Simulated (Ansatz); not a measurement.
# H₂ with CH₃I: structure and interaction energy

Aim: relax the pair, then compute its interaction energy with counterpoise at many levels, up to CCSD(T).

The runs use Ansatz 0.2.0, Gaussian basis; PBE0-D4 structure, single points in def2-TZVPPD.

Levels: PBE-D4, revPBE-D4, BLYP-D4, r2SCAN-D4, B97M-V, PBE0-D4, B3LYP-D4, HSE06-D4, wB97X-V, wB97M-V, B2PLYP, Hartree-Fock, MP2, CCSD, CCSD(T). The reference is CCSD(T) extrapolated to the basis limit. For elements past Ar these valence bases correlate outer-core shells poorly, so that limit is rough.

Correlated methods freeze the cores. Filled d shells of the heavier atoms are correlated. Core potentials replace the inner electrons past krypton, and spin-orbit coupling is left out. B3LYP uses VWN-RPA correlation. B2PLYP carries no dispersion term here.

177 further runs of the same task are left out: 1 that didn't finish, 176 set aside as unsound or not needed.

## Step 1: The starting structure

The pair, from a GFN2-xTB docking trial: 7 atoms, charge 0, spin multiplicity 1.

Atoms are counted from 1 here; the program's logs count them from 0.

Bond lengths: H1–H2 0.779 Å, C3–I4 2.143 Å, C3–H5 1.083 Å, C3–H6 1.083 Å, C3–H7 1.083 Å. Angles: I4–C3–H5 108.1°, I4–C3–H6 108.2°, I4–C3–H7 108.3°, H5–C3–H6 110.7°, H5–C3–H7 110.7°, H6–C3–H7 110.7°.

Geometry (Å):

```xyz
7
charge 0, multiplicity 1
H     0.16400    0.22080   -2.42330
H    -0.40300   -0.28980   -2.58040
C     0.07730    0.23710    1.01560
I    -0.19920   -1.88290    0.87390
H    -0.86310    0.71650    0.77320
H     0.37710    0.47150    2.02940
H     0.84700    0.52690    0.31150
```

Atoms 1 to 2 are fragment A (H₂), the rest fragment B (CH₃I).

## Step 2: A first relaxation in a small basis

pre/in.yaml reads:

```yaml
crystal:
  periodic: [false, false, false]
  atoms:
    - {symbol: H, position_ang: [0.164000, 0.220800, -2.423300]}
    - {symbol: H, position_ang: [-0.403000, -0.289800, -2.580400]}
    - {symbol: C, position_ang: [0.077300, 0.237100, 1.015600]}
    - {symbol: I, position_ang: [-0.199200, -1.882900, 0.873900]}
    - {symbol: H, position_ang: [-0.863100, 0.716500, 0.773200]}
    - {symbol: H, position_ang: [0.377100, 0.471500, 2.029400]}
    - {symbol: H, position_ang: [0.847000, 0.526900, 0.311500]}
basis:
  gaussian: {orbitals: def2-SVP}
hamiltonian: {xc: pbe, dispersion: d4}
relax: {f_tol: 0.03, max_steps: 250}
```

Started as:

```console
$ ansatz run in.yaml --threads 2 --pin off --events-out ev --progress --plain --max-ram 5222MiB
```

The runs that follow: Relaxation at PBE0-D4; PBE-D4/def2-TZVPPD; r2SCAN-D4/def2-TZVPPD; PBE0-D4/def2-TZVPPD; B3LYP-D4/def2-TZVPPD; wB97X-V/def2-TZVPPD; wB97M-V/def2-TZVPPD; B2PLYP/def2-TZVPPD; BLYP-D4/def2-TZVPPD; revPBE-D4/def2-TZVPPD; B97M-V/def2-TZVPPD; HSE06-D4/def2-TZVPPD; CCSD(T)/def2-TZVPPD; MP2/def2-QZVPPD; Vibrations of the pair.

What does the calculation give? Wanted: interaction energy, CCSD(T)/CBS; of it Hartree-Fock; D4 term of PBE0-D4; shortest contact; lowest wavenumber.

**Answer**, as computed:

```
                        quantity         value
 interaction energy, CCSD(T)/CBS     -27.6 meV
of it Hartree-Fock (basis limit)     +14.7 meV
              D4 term of PBE0-D4     -16.8 meV
                shortest contact  H2–H7 2.60 Å
               lowest wavenumber       38 cm⁻¹
```

In words: The pair is bound by 27.6 meV at fixed fragment shapes. Hartree-Fock doesn't bind it at this geometry, so correlation, mostly dispersion, holds it together. Among the functionals revPBE-D4 lands nearest to CCSD(T)/CBS (+0.3 meV) and B2PLYP farthest (+19.8 meV). By rung, the mean size of the error is: GGA 6.9, meta-GGA 6.9, hybrid 5.1, screened hybrid 7.7, range-separated hybrid 1.0, double hybrid 19.8 meV. PBE-D4 gives an interaction energy 12.6 meV too low, an error of 46 % of the reference. CCSD(T) moves by -6.8 meV from triple zeta to the limit; gaps between functionals far smaller than that don't rank them. A lower arrangement may exist.
